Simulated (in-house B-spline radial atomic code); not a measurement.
# Co⁺: a test of the cap on iterations

Aim: see how the result and the number of iterations for Co⁺ depend on the cap on iterations.

Program: in-house B-spline radial atomic code version 1. Level of theory: scalar-relativistic (spin-free one-electron X2C) exchange-only LDA (Slater), spin-polarised, spherical fractional occupations, Fermi nucleus, basis-set limit. These are calculated values, not measurements, unless marked.

## 1. The atom as given

```
element       : cobalt (Z = 27)
charge        : +1
electrons     : 26
configuration : [Ar] 3d8
Hamiltonian   : scalar-relativistic (X2C)
nucleus       : Fermi, rms radius 3.788 fm
```

Outer shells as boxes (Hund's rule):

[Ar] 3d8
```
[Ar] core
3d [↑↓][↑↓][↑↓][↑ ][↑ ]
```

Where spins are not typed, each open shell is filled with up spins first.

A run counts as converged when the orbital gradient is under the tolerance times 27 hartree (or under the basis's noise floor) and the energy moved by less than 1e-8 hartree times the root of its size. Energy differences under 4e-06 hartree are noise.

## 2. Reference run with standard settings

Settings of the run:

```ini
Z = 27
electrons = 26.0
configuration = [Ar] 3d8
hamiltonian = x2c
method = lda,
spin_polarised = True
nucleus = fermi
rms_radius = 3.7875
mass_number = 59
atomic_mass = 58.933193524
speed_of_light = 137.035999084
knot_spacing = 0.22
spline_order = 8
gauss_points = 12
box_radius = 35.29
max_iterations = 70
damping = 0.5
damped_steps = 3
diis_vectors = 10
tolerance = 1e-08
start = Thomas-Fermi
```

Run with:

```sh
$ python run_scf.py task.json out
```

One command runs all members of the session, one after another, from task.json.

The program writes no log. Results of the run, from its result record (rounded, main fields):

```text
status: converged
scf [iteration, energy, orbital gradient]:
  - [1, -1379.3165446, 0.358]
  - [2, -1377.09658907, 0.665]
  - [3, -1387.90411485, 0.0701]
  - [4, -1388.01287305, 0.0292]
  - [5, -1388.03195563, 0.0101]
  - [6, -1388.02134061, 0.0202]
  - [7, -1388.03754338, 0.00283]
  - [8, -1388.03794459, 0.000161]
  - [9, -1388.03794561, 7.29e-06]
  - [10, -1388.03794561, 2.33e-06]
  - [11, -1388.03794561, 4.4e-08]
energy [hartree]: {"total": -1388.03794561, "kinetic": 1409.58490454, "nuclear": -3331.20535774, "coulomb": 588.385110757, "xc": -54.8026031741}
orbitals [hartree, bohr; first row names the columns]:
  - ["name", "occ", "eps", "<r>"]
  - ["1s up", 1.0, -278.22105, 0.055962]
  - ["1s down", 1.0, -278.22087, 0.055961]
  - ["2s up", 1.0, -32.990465, 0.25593]
  - ["2s down", 1.0, -32.950288, 0.25576]
  - ["2p up", 3.0, -28.301133, 0.22525]
  - ["2p down", 3.0, -28.270287, 0.22505]
  - ["3s up", 1.0, -3.847995, 0.77901]
  - ["3s down", 1.0, -3.7639951, 0.78032]
  - ["3p up", 3.0, -2.5183762, 0.82393]
  - ["3p down", 3.0, -2.4361718, 0.82643]
  - ["3d up", 5.0, -0.44558501, 1.129]
  - ["3d down", 3.0, -0.37329231, 1.1833]
sum_r [bohr^k]: {"-1": 124.2469, "1": 17.67987, "2": 21.39722}
```

Wall time 0.43 s (1 thread, shared host).

## 3. Cap on iterations 2

The settings differ from step 2 so:

```diff
@@ -15,3 +15,3 @@
 box_radius = 35.29
-max_iterations = 70
+max_iterations = 2
 damping = 0.5
```

From the record:

```text
status: not_converged
scf [iteration, energy, orbital gradient]:
  - [1, -1379.3165446, 0.358]
  - [2, -1377.09658907, 0.665]
energy [hartree]: {"total": -1377.09658907, "kinetic": 1513.37849903, "nuclear": -3523.17004565, "coulomb": 693.890310437, "xc": -61.1953528919}
```

Wall time 0.1 s (1 thread, shared host).

Not converged after 2 iterations; the orbital gradient stood at 0.67, so this energy is not a result.

## 4. Cap on iterations 3

The settings differ from step 3 so:

```diff
@@ -15,3 +15,3 @@
 box_radius = 35.29
-max_iterations = 2
+max_iterations = 3
 damping = 0.5
```

From the record:

```text
status: not_converged
scf [iteration, energy, orbital gradient]:
  - [1, -1379.3165446, 0.358]
  - [2, -1377.09658907, 0.665]
  - [3, -1387.90411485, 0.0701]
energy [hartree]: {"total": -1387.90411485, "kinetic": 1403.22764349, "nuclear": -3325.93706847, "coulomb": 589.622088202, "xc": -54.8167780702}
```

It took 0.12 s on 1 thread, shared host.

Not converged after 3 iterations; the orbital gradient stood at 0.07, so this energy is not a result. It was still falling, so a higher cap would help.

## 5. Cap on iterations 8

The settings differ from step 4 so:

```diff
@@ -15,3 +15,3 @@
 box_radius = 35.29
-max_iterations = 3
+max_iterations = 8
 damping = 0.5
```

From the record:

```text
status: not_converged
scf [iteration, energy, orbital gradient]:
  - [1, -1379.3165446, 0.358]
  - [2, -1377.09658907, 0.665]
  - [3, -1387.90411485, 0.0701]
  - [4, -1388.01287305, 0.0292]
  - [5, -1388.03195563, 0.0101]
  - [6, -1388.02134061, 0.0202]
  - [7, -1388.03754338, 0.00283]
  - [8, -1388.03794459, 0.000161]
energy [hartree]: {"total": -1388.03794459, "kinetic": 1409.56328024, "nuclear": -3331.15204436, "coulomb": 588.351541412, "xc": -54.8007218857}
```

It took 0.19 s on 1 thread, shared host.

Not converged after 8 iterations; the orbital gradient stood at 0.00016, so this energy is not a result. It was still falling, so a higher cap would help.

## 6. Cap on iterations 12

The settings differ from step 5 so:

```diff
@@ -15,3 +15,3 @@
 box_radius = 35.29
-max_iterations = 8
+max_iterations = 12
 damping = 0.5
```

From the record:

```text
status: converged
scf [iteration, energy, orbital gradient]:
  - [1, -1379.3165446, 0.358]
  - [2, -1377.09658907, 0.665]
  - [3, -1387.90411485, 0.0701]
  - [4, -1388.01287305, 0.0292]
  - [5, -1388.03195563, 0.0101]
  - [6, -1388.02134061, 0.0202]
  - [7, -1388.03754338, 0.00283]
  - [8, -1388.03794459, 0.000161]
  - [9, -1388.03794561, 7.29e-06]
  - [10, -1388.03794561, 2.33e-06]
  - [11, -1388.03794561, 4.4e-08]
energy [hartree]: {"total": -1388.03794561, "kinetic": 1409.58490454, "nuclear": -3331.20535774, "coulomb": 588.385110757, "xc": -54.8026031741}
orbitals [hartree, bohr; first row names the columns]:
  - ["name", "occ", "eps", "<r>"]
  - ["1s up", 1.0, -278.22105, 0.055962]
  - ["1s down", 1.0, -278.22087, 0.055961]
  - ["2s up", 1.0, -32.990465, 0.25593]
  - ["2s down", 1.0, -32.950288, 0.25576]
  - ["2p up", 3.0, -28.301133, 0.22525]
  - ["2p down", 3.0, -28.270287, 0.22505]
  - ["3s up", 1.0, -3.847995, 0.77901]
  - ["3s down", 1.0, -3.7639951, 0.78032]
  - ["3p up", 3.0, -2.5183762, 0.82393]
  - ["3p down", 3.0, -2.4361718, 0.82643]
  - ["3d up", 5.0, -0.44558501, 1.129]
  - ["3d down", 3.0, -0.37329231, 1.1833]
sum_r [bohr^k]: {"-1": 124.2469, "1": 17.67987, "2": 21.39722}
energy_minus_base [hartree]: 4.66116035e-11
```

Run time: 0.24 s. Hardware: 1 thread, shared host.

energy_minus_base is the energy less that of the reference run.

## 7. Results

| run | outcome | iterations | energy less the reference (hartree) |
| --- | --- | --- | --- |
| reference | converged | 11 | 0 |
| cap on iterations 2 | not converged | 2 | - |
| cap on iterations 3 | not converged | 3 | - |
| cap on iterations 8 | not converged | 8 | - |
| cap on iterations 12 | converged | 11 | below noise |

What this shows: Of 4 changed inputs, 1 gave the reference energy within 1e-05 hartree and 3 did not converge.
